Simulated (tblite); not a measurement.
# IPEA1-xTB run of CH5BrSn (SMILES [H][Sn]([H])([CH3])[Br])

We compute a structure relaxation of CH5BrSn. 

The calculation is run with tblite 0.8.0.

7 further runs of the same task are left out: 7 set aside as unsound or not needed.

**1. The system as given**

CH5BrSn has 8 atoms, charge 0, and is taken as a singlet. SMILES: `[H][Sn]([H])([CH3])[Br]`. The shape comes from GFN2-xTB, which is rough for such elements, and wasn't checked as a minimum. The run starts from this shape.

Bond lengths: Sn1–C4 2.166 Å, Sn1–Br8 2.474 Å, Sn1–H2 1.699 Å, Sn1–H3 1.698 Å, C4–H5 1.082 Å, C4–H6 1.085 Å, C4–H7 1.085 Å. Some angles: C4–Sn1–Br8 107.1°, Sn1–C4–H5 110.4°, Sn1–C4–H6 109.2°, Sn1–C4–H7 109.0°, H2–Sn1–C4 115.4°, H2–Sn1–Br8 104.7°, H3–Sn1–C4 115.7°, H3–Sn1–Br8 105.1°, H5–C4–H6 109.5°, H5–C4–H7 109.5°.

**2. A structure relaxation at IPEA1-xTB**

Input file start.xyz:

```xyz
8
start geometry
Sn     0.549320    -0.675630     0.388640
H      0.567640    -0.834130     2.079960
H      2.143990    -0.858910    -0.165600
C     -0.516380     1.049780    -0.372270
H     -0.086430     1.962270     0.020320
H     -1.558480     0.983930    -0.077500
H     -0.450720     1.056130    -1.455040
Br    -0.648940    -2.683430    -0.418510
```

Input file xtb_job.py:

```python
"""IPEA1-xTB geometry optimisation"""
import json
import numpy as np
from tblite.interface import Calculator
from tblite.interface import symbols_to_numbers
from scipy.optimize import minimize

symbols = list(map(str, np.loadtxt("start.xyz", skiprows=2, usecols=0, dtype=str, ndmin=1)))
numbers = np.array(symbols_to_numbers(symbols))
positions = np.loadtxt("start.xyz", skiprows=2, usecols=(1, 2, 3), ndmin=2) / 0.52917721

tb = Calculator("IPEA1-xTB", numbers, positions, charge=0, uhf=0)
tb.set("verbosity", 0)
tb.set("accuracy", 0.01)
last, frames, energies, grads = [None], [], [], []

def fun(x):
    tb.update(x.reshape(-1, 3))
    last[0] = tb.singlepoint(last[0])
    return float(last[0].get('energy')), last[0].get('gradient').ravel()

def show(x):
    e, g = fun(x)
    frames.append(x.reshape(-1, 3).tolist())
    energies.append(e)
    grads.append(g.reshape(-1, 3).tolist())
    print(f"{len(energies) - 1:4d} {e:16.9f} {np.abs(g).max():12.3e} {np.linalg.norm(g):12.3e}")

print("step      energy/Eh       max grad     grad norm")
show(positions.ravel())
opt = minimize(fun, positions.ravel(), jac=True, method="BFGS", callback=show, options={"gtol": 3e-05, "maxiter": 500})
print("converged:", opt.success, "-", opt.message)
fun(opt.x)
res = last[0]
final = opt.x.reshape(-1, 3)
print("final geometry (angstrom)")
for s, p in zip(symbols, final * 0.529177210903):
    print(f"{s:<2} {p[0]:12.6f} {p[1]:12.6f} {p[2]:12.6f}")
print(f"E(total): {res.get('energy') * 2625.4996:.8f} kJ/mol")
eps = np.atleast_2d(res.get("orbital-energies")) * 27.211386
occ = np.atleast_2d(res.get("orbital-occupations"))
filled = occ.sum(axis=0) if eps.shape[0] == 1 else occ[0]
homo = np.nonzero(filled > 0.5)[0].max()
print(f"HOMO {eps[0, homo]:.4f} eV")
if homo + 1 < eps.shape[1]:
    print(f"LUMO {eps[0, homo + 1]:.4f} eV, gap {eps[0, homo + 1] - eps[0, homo]:.4f} eV")
mu = res.get("dipole") * 2.541746
print(f"|mu|: {np.linalg.norm(mu):.4f} D, components " + " ".join(f"{c:.4f}" for c in mu))
q = res.get("charges")
print("Charges:", " ".join(f"{s}{i + 1}={c:+.4f}" for i, (s, c) in enumerate(zip(symbols, q))))
out = {k: np.asarray(res.get(k)).tolist() for k in ("energy", "gradient", "charges", "dipole", "orbital-energies", "orbital-occupations")}
out.update(symbols=symbols, positions=(positions * 0.529177210903).tolist(), final=final.tolist(), frames=frames, step_energies=energies, grads=grads, success=bool(opt.success))
json.dump(out, open("results.json", "w"))
```

Run with:

```console
python xtb_job.py
```

**Question.** What will come out? Wanted: total energy at the end; dipole moment; HOMO energy; LUMO energy; HOMO–LUMO gap.

**Answer.** As computed:

Level: IPEA1-xTB.

| quantity | value |
| --- | --- |
| total energy at the end | -11.61306 Eh |
| dipole moment | 3.93 D |
| HOMO energy | -11.93 eV |
| LUMO energy | -5.90 eV |
| HOMO–LUMO gap | 6.03 eV |

What this shows: At the final geometry: Bond lengths: Sn1–C4 2.162 Å, Sn1–Br8 2.500 Å, Sn1–H2 1.629 Å, Sn1–H3 1.629 Å, C4–H5 1.090 Å, C4–H6 1.092 Å, C4–H7 1.092 Å. Some angles: C4–Sn1–Br8 104.0°, Sn1–C4–H5 113.2°, Sn1–C4–H6 110.9°, Sn1–C4–H7 110.9°, H2–Sn1–C4 115.9°, H2–Sn1–Br8 104.3°, H3–Sn1–C4 115.9°, H3–Sn1–Br8 104.4°, H5–C4–H6 107.2°, H5–C4–H7 107.2°. The optimisation took 59 steps and changed the energy by -0.106 eV. Mulliken charges run from -0.09 on C4 to +0.04 on H7.
